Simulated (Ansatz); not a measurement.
Turn this script for Ansatz's Python interface into the input file that the command-line program reads.

`alh5o2si.py`
```python
'''Relax the AlH5O2Si molecule.'''

import itertools
import warnings

import ansatz as az
from ase.data import atomic_numbers, covalent_radii
import numpy as np

GEOMETRY = '''
O    -0.37530    1.52940   -1.08050
Si    0.56090    0.59980   -0.07980
O     1.59200   -0.34290   -1.05540
Al   -0.71720   -0.79910    1.24020
H    -0.92710    0.92090   -1.66450
H     1.35610    1.48700    0.80340
H     1.05420   -0.90260   -1.59450
H    -1.72410   -1.84820    0.53540
H    -0.73110   -0.69070    2.87860
'''

warnings.simplefilter('ignore', az.DeckWarning)

alh5o2si = az.Crystal.molecule()
for line in GEOMETRY.strip().splitlines():
    symbol, *xyz = line.split()
    alh5o2si = alh5o2si.atom(symbol, [float(v) for v in xyz])

base = (
    alh5o2si.calculation()
    .basis(gaussian='cc-pVDZ')
    .functional('PBE0')
)
symbols = [site.symbol for site in alh5o2si.cartesian_sites]
start = np.array([site.position_ang for site in alh5o2si.cartesian_sites], dtype=float)
def progress(event):
    if event['event'] == 'relax_step':
        row = event['data']
        print(f'step {row["step"]:3d}  E = {row["lagrangian_ev"]:.6f} eV  largest force component {row["allowed_force_max_ev_ang"]:.4f} eV/A')


r = base.relax(force_tolerance=0.02, max_steps=100).session().plan().execute(on_event=progress).report
end = np.array(r['positions_ang'])

print(f'E = {r["free_energy_ev"]:.6f} eV = {r["free_energy_ev"] / 27.211386246:.7f} Ha')
print('converged:', r['converged'], ' doubts:', r['published_state_doubts'] or 'none')

# pairs closer than 1.2 times the sum of covalent radii, before or after
radius = [covalent_radii[atomic_numbers[s]] for s in symbols]
span = lambda where, i, j: np.linalg.norm(where[i] - where[j])
bonded = [(i, j) for i, j in itertools.combinations(range(len(symbols)), 2) if min(span(start, i, j), span(end, i, j)) < 1.2 * (radius[i] + radius[j])]
print('pair        before    after (A)')
for i, j in bonded:
    print(f'{symbols[i]}{i}-{symbols[j]}{j}'.ljust(10), f'{span(start, i, j):8.4f} {span(end, i, j):8.4f}')
```

```console
$ python alh5o2si.py
step   1  E = -18640.178633 eV  largest force component 1.7797 eV/A
step   2  E = -18640.480015 eV  largest force component 0.8284 eV/A
step   3  E = -18640.523248 eV  largest force component 0.4059 eV/A
step   4  E = -18640.522005 eV  largest force component 0.3585 eV/A
step   5  E = -18640.535479 eV  largest force component 0.0609 eV/A
step   6  E = -18640.538990 eV  largest force component 0.0466 eV/A
step   7  E = -18640.539637 eV  largest force component 0.0351 eV/A
step   8  E = -18640.539715 eV  largest force component 0.0040 eV/A
E = -18640.539749 eV = -685.0272008 Ha
converged: True  doubts: none
pair        before    after (A)
O0-Si1       1.6559   1.6960
O0-H4        1.0079   0.9639
Si1-O2       1.7040   1.6961
Si1-Al3      2.3093   2.4746
Si1-H5       1.4831   1.4912
O2-H6        0.9451   0.9639
Al3-H7       1.6159   1.6064
Al3-H8       1.6420   1.5992
```

`input.yaml`:
```yaml
crystal:
  periodic: [false, false, false]
  atoms:
    - { symbol: O, position_ang: [-0.3753, 1.5294, -1.0805] }
    - { symbol: Si, position_ang: [0.5609, 0.5998, -0.0798] }
    - { symbol: O, position_ang: [1.592, -0.3429, -1.0554] }
    - { symbol: Al, position_ang: [-0.7172, -0.7991, 1.2402] }
    - { symbol: H, position_ang: [-0.9271, 0.9209, -1.6645] }
    - { symbol: H, position_ang: [1.3561, 1.487, 0.8034] }
    - { symbol: H, position_ang: [1.0542, -0.9026, -1.5945] }
    - { symbol: H, position_ang: [-1.7241, -1.8482, 0.5354] }
    - { symbol: H, position_ang: [-0.7311, -0.6907, 2.8786] }
basis:
  gaussian:
    orbitals: cc-pVDZ
hamiltonian:
  xc: pbe0
relax:
  f_tol: 0.02
  max_steps: 100
```

The settings weren't tested for convergence. The end point is the stationary point reached from this start; no frequency run checks that it is a minimum, and the basis set is modest. Hardware and time: 36 s on 1 thread of Arm Neoverse V1 (shared host), peak memory 0.23 GiB.

(Lines on the test bed's own set-up are left out of the output.)
